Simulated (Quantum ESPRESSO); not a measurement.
# AlSn (P-6m2) in Quantum ESPRESSO: further runs

The runs below take AlSn through relaxation of cell and atoms, with PBEsol.

Program: Quantum ESPRESSO 7.5. These are calculated values, not measurements. Logs are shortened: lines on timing, memory, paths and dates and some standing lists are left out, and cuts for length are marked.

### 1 Starting point

The structure is hexagonal, space group P-6m2 (No. 187). The conventional cell has a = 4.198 Å, b = 4.198 Å, c = 3.307 Å, α = 90.00°, β = 90.00°, γ = 120.00°. Sn (site symmetry -6m2) is surrounded by 6 Al at 2.93 Å and 2 Sn at 3.31 Å. Al (site symmetry -6m2) has 6 Sn at 2.93 Å and 2 Al at 3.31 Å as nearest neighbours.

The cell comes from a database or a generator and needn't be the stable form of this composition.

### 2 Relaxation of cell and atoms, PBEsol, target pressure 20 GPa, at which the enthalpy is minimised

pw.in

```
&CONTROL
  calculation = 'vc-relax'
  prefix = 'pwscf'
  outdir = './tmp'
  pseudo_dir = './pseudo'
  tprnfor = .true.
  tstress = .true.
  disk_io = 'low'
  nstep = 40
  forc_conv_thr = 0.0004
  etot_conv_thr = 1d-05
/
&SYSTEM
  ibrav = 0
  nat = 2
  ntyp = 2
  ecutwfc = 78
  ecutrho = 626
  nbnd = 15
  occupations = 'smearing'
  smearing = 'fd'
  degauss = 0.00367493
/
&ELECTRONS
  conv_thr = 4d-10
  electron_maxstep = 120
  mixing_beta = 0.5
/
&IONS
  ion_dynamics = 'bfgs'
/
&CELL
  cell_dynamics = 'bfgs'
  press = 200
  press_conv_thr = 0.3
/
ATOMIC_SPECIES
Sn   118.7100 sn_pbesol_v1.4.uspp.F.UPF
Al    26.9815 al_pbesol_v1.uspp.F.UPF
CELL_PARAMETERS angstrom
   4.1981056157    0.0000000000    0.0000000000
  -2.0990528078    3.6356661109    0.0000000000
   0.0000000000    0.0000000000    3.3068470000
ATOMIC_POSITIONS angstrom
Sn    -0.0000000002    2.4237774074    1.6534235000
Al     0.0000000000    0.0000000000    0.0000000000
K_POINTS automatic
7 7 8 0 0 0
```

Potentials or basis: GBRV 1.5 PBEsol.

Launch:

```bash
$ OMP_NUM_THREADS=1 mpirun -n 2 pw.x -nk 2 -in pw.in > pw.out
```

pw.out:

```text
This program is part of the open-source Quantum ESPRESSO suite
     for quantum simulation of materials; please cite
[... 6 lines left out ...]
     using ibrav=0 with symmetry is DISCOURAGED, use correct ibrav instead

     K-points division:     npool     =       2
     Subspace diagonalization in iterative solution of the eigenvalue problem:
     a serial algorithm will be used

     G-vector sticks info
     --------------------
     sticks:   dense  smooth     PW     G-vecs:    dense   smooth      PW
     Sum        2713    1369    385                90049    31715    4987

     Using Slab Decomposition

     bravais-lattice index     =            0
     lattice parameter (alat)  =       7.9333  a.u.
     unit-cell volume          =     340.6027 (a.u.)^3
     number of atoms/cell      =            2
     number of atomic types    =            2
     number of electrons       =        17.00
     number of Kohn-Sham states=           15
     kinetic-energy cutoff     =      78.0000  Ry
     charge density cutoff     =     626.0000  Ry
     scf convergence threshold =      4.0E-10
     mixing beta               =       0.5000
     number of iterations used =            8  plain     mixing
     energy convergence thresh.=      1.0E-05
     force convergence thresh. =      4.0E-04
     press convergence thresh. =      3.0E-01
     Exchange-correlation= SLA  PW   PSX  PSC
                           (   1   4  10   8   0   0   0)
     nstep                     =           40

     celldm(1)=   7.933270  celldm(2)=   0.000000  celldm(3)=   0.000000
     celldm(4)=   0.000000  celldm(5)=   0.000000  celldm(6)=   0.000000

     crystal axes: (cart. coord. in units of alat)
               a(1) = (   1.000000   0.000000   0.000000 )
               a(2) = (  -0.500000   0.866025   0.000000 )
               a(3) = (   0.000000   0.000000   0.787700 )

     reciprocal axes: (cart. coord. in units 2 pi/alat)
               b(1) = (  1.000000  0.577350 -0.000000 )
               b(2) = (  0.000000  1.154701  0.000000 )
               b(3) = (  0.000000 -0.000000  1.269519 )

     PseudoPot. # 1 for Sn read from file:
     sn_pbesol_v1.4.uspp.F.UPF
     Pseudo is Ultrasoft + core correction, Zval = 14.0
     Generated by new atomic code, or converted to UPF format
     Using radial grid of  891 points,  6 beta functions with:
                l(1) =   0
                l(2) =   0
                l(3) =   1
                l(4) =   1
                l(5) =   2
                l(6) =   2
     Q(r) pseudized with  8 coefficients,  rinner =    1.350   1.350   1.350
                                                       1.350   1.350

     PseudoPot. # 2 for Al read from file:
     al_pbesol_v1.uspp.F.UPF
     Pseudo is Ultrasoft + core correction, Zval =  3.0
     Generated by new atomic code, or converted to UPF format
     Using radial grid of  893 points,  3 beta functions with:
                l(1) =   0
                l(2) =   1
                l(3) =   2
     Q(r) pseudized with  8 coefficients,  rinner =    0.900   0.900   0.900
                                                       0.900   0.900

     atomic species   valence    mass     pseudopotential
     Sn               14.00   118.71000     Sn( 1.00)
     Al                3.00    26.98150     Al( 1.00)

     12 Sym. Ops. (no inversion) found

   Cartesian axes

     site n.     atom                  positions (alat units)
         1        Sn     tau(   1) = (  -0.0000000   0.5773503   0.3938499  )
         2        Al     tau(   2) = (   0.0000000   0.0000000   0.0000000  )

     number of k points=    40  Fermi-Dirac smearing, width (Ry)=  0.0037
                       cart. coord. in units 2pi/alat
        k(    1) = (   0.0000000   0.0000000   0.0000000), wk =   0.0051020
        k(    2) = (   0.0000000   0.0000000   0.1586899), wk =   0.0102041
        k(    3) = (   0.0000000   0.0000000   0.3173798), wk =   0.0102041
        k(    4) = (   0.0000000   0.0000000   0.4760697), wk =   0.0102041
        k(    5) = (   0.0000000   0.0000000  -0.6347596), wk =   0.0051020
        k(    6) = (   0.0000000   0.1649572   0.0000000), wk =   0.0306122
[... 32 lines left out ...]
        k(   39) = (   0.2857143   0.4948717   0.4760697), wk =   0.0612245
        k(   40) = (   0.2857143   0.4948717  -0.6347596), wk =   0.0306122

     Dense  grid:    90049 G-vectors     FFT dimensions: (  64,  64,  50)

     Smooth grid:    31715 G-vectors     FFT dimensions: (  45,  45,  36)

     Initial potential from superposition of free atoms

     starting charge      15.9976, renormalised to      17.0000
     Starting wfcs are   13 randomized atomic wfcs +    2 random wfcs

     Self-consistent Calculation

     iteration #  1     ecut=    78.00 Ry     beta= 0.50
     Davidson diagonalization with overlap
     ethr =  1.00E-02,  avg # of iterations =  8.3

     total energy              =    -165.26343512 Ry
     estimated scf accuracy    <       1.04874720 Ry

     iteration #  2     ecut=    78.00 Ry     beta= 0.50
     Davidson diagonalization with overlap
     ethr =  6.17E-03,  avg # of iterations =  2.0
[... 11 lines left out ...]
     iteration #  4     ecut=    78.00 Ry     beta= 0.50
     Davidson diagonalization with overlap
     ethr =  2.05E-05,  avg # of iterations =  4.5

     total energy              =    -165.55744394 Ry
     estimated scf accuracy    <       0.00029347 Ry

     iteration #  5     ecut=    78.00 Ry     beta= 0.50
     Davidson diagonalization with overlap
     c_bands:  1 eigenvalues not converged
     ethr =  1.73E-06,  avg # of iterations =  5.4

     total energy              =    -165.55750355 Ry
     estimated scf accuracy    <       0.00000373 Ry

     iteration #  6     ecut=    78.00 Ry     beta= 0.50
     Davidson diagonalization with overlap
     ethr =  2.19E-08,  avg # of iterations =  4.4

     total energy              =    -165.55750826 Ry
     estimated scf accuracy    <       0.00000019 Ry
[... 12 lines left out ...]
     total energy              =    -165.55750834 Ry
     estimated scf accuracy    <          1.0E-09 Ry

     iteration #  9     ecut=    78.00 Ry     beta= 0.50
     Davidson diagonalization with overlap
     ethr =  6.04E-12,  avg # of iterations =  2.7

     End of self-consistent calculation

          k = 0.0000 0.0000 0.0000 (  3977 PWs)   bands (ev):

   -13.5296 -13.4219 -13.4219 -13.4027 -13.4027  -2.6949   7.5623   7.5623
     8.4473  10.3703  10.9033  10.9033  12.9527  13.9717  19.2390

          k = 0.0000 0.0000 0.1587 (  3953 PWs)   bands (ev):

   -13.5035 -13.4207 -13.4207 -13.4121 -13.4121  -2.4761   7.7918   7.7918
     7.9398   8.9984  11.0767  11.0767  13.8431  15.6440  18.0234
[... 183 lines left out ...]
   -13.4687 -13.4646 -13.4096 -13.4016 -13.3648   1.2696   3.5822   5.3093
     6.0108   7.0819   9.6351  14.2192  14.5204  16.7715  18.0481

          k = 0.2857 0.4949-0.6348 (  3962 PWs)   bands (ev):

   -13.4789 -13.4745 -13.4084 -13.4005 -13.3380   2.2203   3.8600   4.8164
     5.4916   7.1177   8.1403  14.8941  15.2550  16.5003  16.9211

     the Fermi energy is     7.7775 ev

!    total energy              =    -165.55750834 Ry
     estimated scf accuracy    <          2.5E-11 Ry
     smearing contrib. (-TS)   =      -0.00028718 Ry
     internal energy E=F+TS    =    -165.55722116 Ry

     The total energy is F=E-TS. E is the sum of the following terms:
     one-electron contribution =     -75.05321589 Ry
     hartree contribution      =      47.74774005 Ry
     xc contribution           =     -46.72027709 Ry
     ewald contribution        =     -91.53146823 Ry

     convergence has been achieved in   9 iterations

     Forces acting on atoms (cartesian axes, Ry/au):

     atom    1 type  1   force =     0.00000000    0.00000000    0.00000000
     atom    2 type  2   force =     0.00000000    0.00000000    0.00000000

     Total force =     0.000000     Total SCF correction =     0.000000

     Computing stress (Cartesian axis) and pressure

          total   stress  (Ry/bohr**3)                   (kbar)     P=      -21.25
  -0.00014783   0.00000000   0.00000000          -21.75        0.00        0.00
   0.00000000  -0.00014783   0.00000000            0.00      -21.75        0.00
  -0.00000000   0.00000000  -0.00013766           -0.00        0.00      -20.25

     BFGS Geometry Optimization
     Energy error            =      6.5E-02 Ry
     Gradient error          =      0.0E+00 Ry/Bohr
     Cell gradient error     =      2.2E+02 kbar

     number of scf cycles    =   1
     number of bfgs steps    =   0

     enthalpy           new  =    -165.0944343506 Ry

     new trust radius        =       0.1390988365 bohr
     new conv_thr            =       0.0000000004 Ry

     new unit-cell volume =    303.60889 a.u.^3 (    44.99020 Ang^3 )
     density =      5.37731 g/cm^3

CELL_PARAMETERS (angstrom)
   4.039899658   0.000000000  -0.000000000
  -2.019949829   3.498655732   0.000000000
   0.000000000   0.000000000   3.183069278

ATOMIC_POSITIONS (angstrom)
Sn              -0.0000000002        2.3324371550        1.5915346389
Al               0.0000000000        0.0000000000        0.0000000000

     NEW-OLD atomic charge density approx. for the potential
     New effective cutoffs (rho, wfc):  675.85   84.22

     Self-consistent Calculation

     iteration #  1     ecut=    78.00 Ry     beta= 0.50
     Davidson diagonalization with overlap
     ethr =  1.00E-06,  avg # of iterations =  8.7

     total energy              =    -165.55433371 Ry
     estimated scf accuracy    <       0.00106412 Ry

[... 95 further cycles ...]
     iteration #  3     ecut=    78.00 Ry     beta= 0.50
     Davidson diagonalization with overlap
     ethr =  1.12E-04,  avg # of iterations =  3.4

     total energy              =    -165.51925602 Ry
     estimated scf accuracy    <       0.00373954 Ry

     iteration #  4     ecut=    78.00 Ry     beta= 0.50
     Davidson diagonalization with overlap
     ethr =  2.20E-05,  avg # of iterations =  2.6
[... 50 lines left out ...]
     total energy              =    -165.52008714 Ry
     estimated scf accuracy    <          3.2E-11 Ry

     iteration # 12     ecut=    78.00 Ry     beta= 0.50
     Davidson diagonalization with overlap
     ethr =  1.90E-13,  avg # of iterations =  4.2

     End of self-consistent calculation

          k = 0.0000 0.0000 0.0000 (  3029 PWs)   bands (ev):

   -10.2773 -10.1218 -10.1218 -10.0900 -10.0900  -1.0381  11.8274  11.8274
    12.7817  14.6554  15.2997  15.2997  15.8802  18.2109  24.8594

          k =-0.0000 0.0000 0.1636 (  3005 PWs)   bands (ev):

   -10.2412 -10.1199 -10.1199 -10.1038 -10.1038  -0.8033  10.5845  12.0872
    12.0872  14.8693  15.4783  15.4783  17.9262  18.8107  22.8998

          k =-0.0000 0.0000 0.3272 (  3005 PWs)   bands (ev):

   -10.1540 -10.1377 -10.1377 -10.1149 -10.1149  -0.0963   7.6843  12.8427
    12.8427  15.4274  15.9859  15.9859  18.6536  20.4770  20.4770

          k =-0.0000 0.0000 0.4908 (  3017 PWs)   bands (ev):

   -10.1709 -10.1709 -10.1104 -10.1104 -10.0666   1.0740   5.1216  14.0142
    14.0142  16.3457  16.5141  16.5141  18.6902  18.6902  18.7211

          k = 0.0000-0.0000-0.6545 (  3030 PWs)   bands (ev):

   -10.1846 -10.1846 -10.1085 -10.1085 -10.0303   2.2851   3.4370  15.1399
    15.1399  15.9484  15.9484  17.4664  17.6981  18.7654  18.7654

          k = 0.0000 0.1858-0.0000 (  3015 PWs)   bands (ev):

   -10.2717 -10.1240 -10.1086 -10.0952 -10.0913  -0.7476   9.6324  11.0993
    13.0762  14.1185  16.1353  16.5298  17.0286  20.1563  22.6893

          k = 0.0000 0.1858 0.1636 (  3008 PWs)   bands (ev):
[... 161 lines left out ...]
   -10.2108 -10.1960 -10.0950 -10.0667 -10.0197   4.1309   6.5235   8.1773
     8.6544  10.5233  12.5821  19.4820  20.0639  22.6577  23.3781

          k = 0.3219 0.5575-0.6545 (  3018 PWs)   bands (ev):

   -10.2269 -10.2112 -10.0929 -10.0643  -9.9819   5.3827   6.4110   7.5583
     9.1027   9.7932  11.0282  20.1118  21.2523  21.6179  22.3748

     the Fermi energy is    11.2794 ev

!    total energy              =    -165.52008714 Ry
     estimated scf accuracy    <          1.7E-12 Ry
     smearing contrib. (-TS)   =      -0.00029256 Ry
     internal energy E=F+TS    =    -165.51979458 Ry

     The total energy is F=E-TS. E is the sum of the following terms:
     one-electron contribution =     -60.20414685 Ry
     hartree contribution      =      42.46181688 Ry
     xc contribution           =     -47.02016231 Ry
     ewald contribution        =    -100.75730230 Ry

     convergence has been achieved in  12 iterations

     Forces acting on atoms (cartesian axes, Ry/au):

     atom    1 type  1   force =     0.00000000    0.00000000    0.00000000
     atom    2 type  2   force =     0.00000000    0.00000000    0.00000000

     Total force =     0.000000     Total SCF correction =     0.000000

     Computing stress (Cartesian axis) and pressure

          total   stress  (Ry/bohr**3)                   (kbar)     P=      196.89
   0.00133749  -0.00000000  -0.00000000          196.75       -0.00       -0.00
  -0.00000000   0.00133749   0.00000000           -0.00      196.75        0.00
  -0.00000000   0.00000000   0.00134030           -0.00        0.00      197.17

=------------------------------------------------------------------------------=
   JOB DONE.
=------------------------------------------------------------------------------=
```

Run time: 4.2 min. Hardware: 2 MPI ranks of Arm Neoverse V2, shared host; peak memory 0.56 GiB.

Results:

```
Free energy                                            : -2252.0155 eV
Relaxed volume                                         : 19.28 Å³/atom
Relaxed cell                                           : a = 3.726 Å, b = 3.726 Å, c = 3.207 Å, α = 90.00°, β = 90.00°, γ = 120.00°
Space group after relaxing (to 0.05 Å)                 : P-6m2 (No. 187)
Energy change on relaxing (the enthalpy is what falls) : +250.1 meV/atom
Ionic steps                                            : 14
Pressure after relaxing                                : 19.7 GPa
Band gap on the k mesh                                 : none (metal or under the smearing width)
```

Step by step:
| step | energy change (eV) | largest force (eV/Å) | pressure (GPa) | volume (Å³) |
| --- | --- | --- | --- | --- |
| 1 | 0.0000 | 0.0000 | -2.12 | 50.47 |
| 2 | 0.0399 | 0.0000 | 5.17 | 44.99 |
| 3 | 0.6410 | 0.0000 | 24.27 | 37.80 |
| 4 | 0.4563 | 0.0000 | 19.41 | 39.14 |
| 5 | 0.4599 | 0.0000 | 19.55 | 39.06 |
| 6 | 0.4653 | 0.0000 | 19.71 | 38.96 |
| 7 | 0.4744 | 0.0000 | 19.81 | 38.83 |
| 8 | 0.4899 | 0.0000 | 20.06 | 38.69 |
| 9 | 0.4914 | 0.0000 | 20.04 | 38.68 |
| 10 | 0.4941 | 0.0000 | 20.04 | 38.63 |
| 11 | 0.4949 | 0.0000 | 20.03 | 38.62 |
| 12 | 0.4972 | 0.0000 | 20.02 | 38.59 |
| 13 | 0.5004 | 0.0000 | 20.01 | 38.56 |
| 14 | 0.5002 | 0.0000 | 20.00 | 38.57 |

Final structure:
```cif
data_structure
_symmetry_space_group_name_H-M 'P 1'
_symmetry_Int_Tables_number 1
_cell_length_a 3.7262
_cell_length_b 3.7262
_cell_length_c 3.2073
_cell_angle_alpha 90.000
_cell_angle_beta 90.000
_cell_angle_gamma 120.000
_cell_volume 38.57
loop_
_atom_site_label
_atom_site_type_symbol
_atom_site_fract_x
_atom_site_fract_y
_atom_site_fract_z
_atom_site_occupancy
Sn1 Sn 0.33333 0.66667 0.50000 1
Al1 Al 0.00000 0.00000 0.00000 1
```

Levels at points of the mesh, in eV from the Fermi level:
```
            k point  band 6  band 7  band 8  band 9  band 10  band 11
 (0.00, 0.00, 0.00)  -12.32    0.55    0.55    1.50     3.38     4.02
(0.00, 0.00, -0.50)   -8.99   -7.84    3.86    3.86     4.67     4.67
```

Caveat: the volume moved by over 15 % at a fixed basis, so the end points are rough.

### 3 Relaxation of cell and atoms, PBEsol, target pressure 30 GPa, at which the enthalpy is minimised

pw.in: that of step 2 with these lines changed.

```diff
@@ -33,3 +33,3 @@
   cell_dynamics = 'bfgs'
-  press = 200
+  press = 300
   press_conv_thr = 0.3
```

Potentials or basis: GBRV 1.5 PBEsol.

Launch:

```bash
$ OMP_NUM_THREADS=1 mpirun -n 2 pw.x -nk 2 -in pw.in > pw.out
```

It took 4.9 min on 2 MPI ranks of Arm Neoverse V2, shared host; peak memory 0.56 GiB.

The run converged. Its results:

```yaml
Free_energy: -2251.6171 eV
Relaxed_volume: 17.91 Å³/atom
Relaxed_cell: a = 3.546 Å, b = 3.546 Å, c = 3.288 Å, α = 90.00°, β = 90.00°, γ = 120.00°
Space_group_after_relaxing_to_0.05_Å: P-6m2 (No. 187)
Energy_change_on_relaxing_the_enthalpy_is_what_falls: +448.7 meV/atom
Ionic_steps: 16
Pressure_after_relaxing: 29.7 GPa
Band_gap_on_the_k_mesh: none (metal or under the smearing width)
```

Step by step:
```tsv
step	energy change (eV)	largest force (eV/Å)	pressure (GPa)	volume (Å³)
1	0.0000	0.0000	-2.12	50.47
2	0.1487	0.0000	9.87	42.65
3	1.4551	0.0000	43.96	33.88
4	0.7777	0.0000	27.81	36.93
5	0.8472	0.0000	29.65	36.50
6	0.8923	0.0000	30.90	36.20
7	0.9219	0.0000	31.54	35.98
8	0.9137	0.0000	31.17	35.97
9	0.8685	0.0000	29.96	36.19
10	0.8559	0.0000	29.48	36.24
11	0.8687	0.0000	29.69	36.14
12	0.8728	0.0000	29.76	36.07
13	0.8727	0.0000	29.76	36.02
14	0.8727	0.0000	29.69	35.98
15	0.8924	0.0000	29.93	35.84
16	0.8975	0.0000	30.00	35.81
```

Final structure:
```xyz
2
Lattice="3.5465 0.0000 0.0000 -1.7732 3.0713 0.0000 0.0000 0.0000 3.2878" Properties=species:S:1:pos:R:3 pbc="T T T"
Sn    0.0000    2.0475    1.6439
Al    0.0000    0.0000    0.0000
```

Levels at points of the mesh, in eV from the Fermi level:
| k point | band 5 | band 6 | band 7 | band 8 | band 9 | band 10 | band 11 | band 12 |
| --- | --- | --- | --- | --- | --- | --- | --- | --- |
| (0.00, 0.00, 0.00) | -21.49 | -12.91 | 0.20 | 1.36 | 1.36 | 3.31 | 4.72 | 4.72 |
| (0.00, 0.00, -0.50) | -21.45 | -9.82 | -8.55 | 4.55 | 4.55 | 5.28 | 5.28 | 7.21 |

Caveat: the volume moved by over 15 % at a fixed basis, so the end points are rough.
